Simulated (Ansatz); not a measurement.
# singlet SiNH3ClO+: levels of theory compared

Aim: a comparison of 6 runs (HF/STO-3G, B3LYP/6-31G*, CAM-B3LYP/def2-SVP, HSE06/def2-SVP, r2SCAN/def2-SVP, wB97X/def2-SVP) of singlet SiNH3ClO+. 

The results are computed with Ansatz 0.2.0.

127 further runs of the same task are left out: 1 that didn't finish, 126 set aside as unsound or not needed. Runs told in other sessions of the task aren't counted.

**1. The molecule**

SiNH3ClO+: 7 atoms, total charge +1, spin state singlet. As SMILES of the parent species, `[NH][SiH](O)Cl`. The coordinates come from a PBE0-D4/def2-TZVP relaxation. This is one conformer, not always the lowest. That shape belongs to the parent species and isn't relaxed for this state.

Bond lengths: N1–Si2 1.738 Å, Si2–O3 1.624 Å, Si2–Cl4 2.056 Å, N1–H5 1.022 Å, Si2–H6 1.475 Å, O3–H7 0.960 Å. Angles: N1–Si2–O3 110.0°, N1–Si2–Cl4 103.5°, O3–Si2–Cl4 112.0°, N1–Si2–H6 116.4°, O3–Si2–H6 106.1°, Cl4–Si2–H6 109.1°, Si2–N1–H5 114.8°, Si2–O3–H7 118.0°.

**2. The energy at HF/STO-3G (run 1)**

File input.yaml:

```yaml
crystal:
  periodic: [false, false, false]
  atoms:
    - {symbol: "N", position_ang: [-0.309900, 1.111500, -0.879100]}
    - {symbol: Si, position_ang: [-0.073900, -0.114300, 0.330400]}
    - {symbol: O, position_ang: [1.465600, -0.630300, 0.304800]}
    - {symbol: Cl, position_ang: [-1.390000, -1.593900, -0.221000]}
    - {symbol: H, position_ang: [-1.151500, 1.677300, -0.756300]}
    - {symbol: H, position_ang: [-0.348600, 0.280200, 1.724700]}
    - {symbol: H, position_ang: [1.869600, -0.798400, -0.549200]}
basis:
  gaussian:
    orbitals: STO-3G
total_charge: 1
hamiltonian:
  xc: hf
accuracy: high
output: {orbitals: {seedname: orbitals}}
```

On the command line:

```console
$ ansatz run input.yaml --threads 1 --pin off --max-ram 3480MiB --events-out events.jsonl --progress --plain --runs-dir runs
```

The program printed:

```text
Warning: RAYON_NUM_THREADS=1 ignored (pool sized by the plan → 1); use --threads N
Functional definition: HF
  name "HF"
  exchange = exact_x
  correlation = 0
620 factors; integrals over basis functions are off by at most 2.3e-8 eV
mean field evaluation 1: about -23647.7526 eV, gradient 3.2e1 eV
mean field evaluation 2: about -23647.8137 eV, gradient 3.2e1 eV
mean field evaluation 4: about -23651.9582 eV, gradient 2.9e0 eV
mean field evaluation 8: about -23652.0483 eV, gradient 3.0e-1 eV
mean field evaluation 16: about -23652.0554 eV, gradient 2.9e-7 eV
mean field evaluation 32: about -23642.4353 eV, gradient 7.2e0 eV
mean field -23652.05544583 eV, -869.1970056952 hartree, gradient 2.7e-8 eV, S^2 0.000000; 0 other end points of the search recorded, 0 dependent functions left out
reference -23652.05544583 eV, -869.1970056952 hartree; 24, 24 occupied and 7, 7 virtual orbitals, 620 factors
Total energy: -23652.05544583 eV, -869.1970056952 hartree
```

It took 0.36 s on 1 thread of Arm Neoverse V1, shared host.

**3. The energy at B3LYP/6-31G(d) (Cartesian functions) (run 2)**

File run.yaml:

```yaml
crystal:
  periodic: [false, false, false]
  atoms:
    - {symbol: N, position_ang: [-0.309900, 1.111500, -0.879100]}
    - {symbol: Si, position_ang: [-0.073900, -0.114300, 0.330400]}
    - {symbol: O, position_ang: [1.465600, -0.630300, 0.304800]}
    - {symbol: Cl, position_ang: [-1.390000, -1.593900, -0.221000]}
    - {symbol: H, position_ang: [-1.151500, 1.677300, -0.756300]}
    - {symbol: H, position_ang: [-0.348600, 0.280200, 1.724700]}
    - {symbol: H, position_ang: [1.869600, -0.798400, -0.549200]}
basis:
  gaussian:
    orbitals: "6-31G*"
total_charge: 1
hamiltonian:
  xc: {name: B3LYP}
accuracy: high
output:
  orbitals: {seedname: orbitals}
```

On the command line:

```console
$ ansatz run run.yaml --threads 1 --pin off --max-ram 3480MiB --events-out events.jsonl --progress --plain --runs-dir runs
```

The program printed:

```text
Warning: RAYON_NUM_THREADS=1 ignored (pool sized by the plan → 1); use --threads N
Functional definition: B3LYP
  name "B3LYP"
  parameter a0 = 0.2
  parameter ax = 0.72
  parameter ac = 0.81
  exchange = (1 - a0 - ax)*slater_x + ax*b88_x + a0*exact_x
  correlation = (1 - ac)*vwn_rpa_c + ac*lyp_c
1575 factors; integrals over basis functions are off by at most 4.0e-9 eV
mean field evaluation 1: about -23943.7821 eV, gradient 1.1e2 eV
mean field evaluation 2: about -23771.1441 eV, gradient 2.5e2 eV
mean field evaluation 4: about -23939.3551 eV, gradient 1.1e2 eV
mean field evaluation 8: about -23975.6810 eV, gradient 1.6e0 eV
mean field evaluation 16: about -23975.7935 eV, gradient 6.4e-3 eV
mean field evaluation 32: about -23975.7935 eV, gradient 2.8e-8 eV
mean field -23975.79354737 eV, -881.0941614894 hartree, gradient 2.8e-8 eV, S^2 0.000000; 0 other end points of the search recorded, 0 dependent functions left out
reference -23975.79358366 eV, -881.0941628228 hartree; 24, 24 occupied and 50, 50 virtual orbitals, 1575 factors
Total energy: -23975.79358366 eV, -881.0941628228 hartree
```

Wall time 7.8 s (1 thread of Arm Neoverse V1, shared host); peak memory 0.23 GiB.

Runs 3 to 5 aren't shown in full; the table further down has their settings and results.

**4. The energy at wB97X/def2-SVP (run 6)**

File run.yaml:

```yaml
crystal:
  periodic: [false, false, false]
  atoms:
    - symbol: N
      position_ang: [-0.309900, 1.111500, -0.879100]
    - symbol: Si
      position_ang: [-0.073900, -0.114300, 0.330400]
    - symbol: O
      position_ang: [1.465600, -0.630300, 0.304800]
    - symbol: Cl
      position_ang: [-1.390000, -1.593900, -0.221000]
    - symbol: H
      position_ang: [-1.151500, 1.677300, -0.756300]
    - symbol: H
      position_ang: [-0.348600, 0.280200, 1.724700]
    - symbol: H
      position_ang: [1.869600, -0.798400, -0.549200]
basis:
  gaussian:
    orbitals: def2-SVP
total_charge: 1
hamiltonian:
  xc: {name: wB97X}
accuracy: high
output: {orbitals: {seedname: orbitals}}
```

On the command line:

```console
$ ansatz run run.yaml --threads 1 --pin off --max-ram 3480MiB --events-out events.jsonl --progress --plain --runs-dir runs
```

The program printed (excerpt; [...] marks lines left out):

```text
Warning: RAYON_NUM_THREADS=1 ignored (pool sized by the plan → 1); use --threads N
Functional definition: wB97X
  name "wB97X"
[...]
      + exact_x_lr(omega)
[...]
      + integral(e_c_pw_opposite_spin*poly(b97_u_opposite, 1, cos1, cos2, cos3, cos4))
1658 factors; integrals over basis functions are off by at most 4.1e-9 eV
322 factors; integrals over basis functions are off by at most 2.4e-9 eV
[...]
mean field -23965.22228036 eV, -880.7056745923 hartree, gradient 6.5e-8 eV, S^2 0.000000; 0 other end points of the search recorded, 0 dependent functions left out
reference -23965.22227789 eV, -880.7056745014 hartree; 24, 24 occupied and 55, 55 virtual orbitals, 1658 factors
Total energy: -23965.22227789 eV, -880.7056745014 hartree
```

It took 35 s on 1 thread of Arm Neoverse V1, shared host; peak memory 0.43 GiB.

**5. The series**

```csv
run,level,Cartesian functions,energy (Eh),HOMO energy (eV),LUMO energy (eV),HOMO–LUMO gap (eV),wall time
1,HF/STO-3G,no,-869.197006,-16.28,-7.34,8.94,0.36 s
2,B3LYP/6-31G* (Cartesian functions),yes,-881.094163,-15.18,-13.45,1.74,7.8 s
3,CAM-B3LYP/def2-SVP,no,-880.720175,-16.65,-12.37,4.29,11 s
4,HSE06/def2-SVP,no,-880.322776,-15.02,-13.74,1.28,8.4 s
5,r2SCAN/def2-SVP,no,-880.647353,-14.34,-14.01,0.34,18 s
6,wB97X/def2-SVP,no,-880.705675,-17.64,-11.50,6.14,35 s
```

**6. What came out**

| quantity | value |
| --- | --- |
| run 6: total energy | -880.70567 Eh |
| run 6: HOMO energy | -17.64 eV |
| run 6: LUMO energy | -11.50 eV |
| run 6: HOMO–LUMO gap | 6.14 eV |

In words: The HOMO–LUMO gap runs from 0.34 eV (r2SCAN/def2-SVP) to 8.94 eV (HF/STO-3G). The two ends differ in method and basis. Totals of different functionals can't be ranked against each other. In run 1 the basis is minimal, so the values are rough. All runs together took 81 s, the longest 35 s.
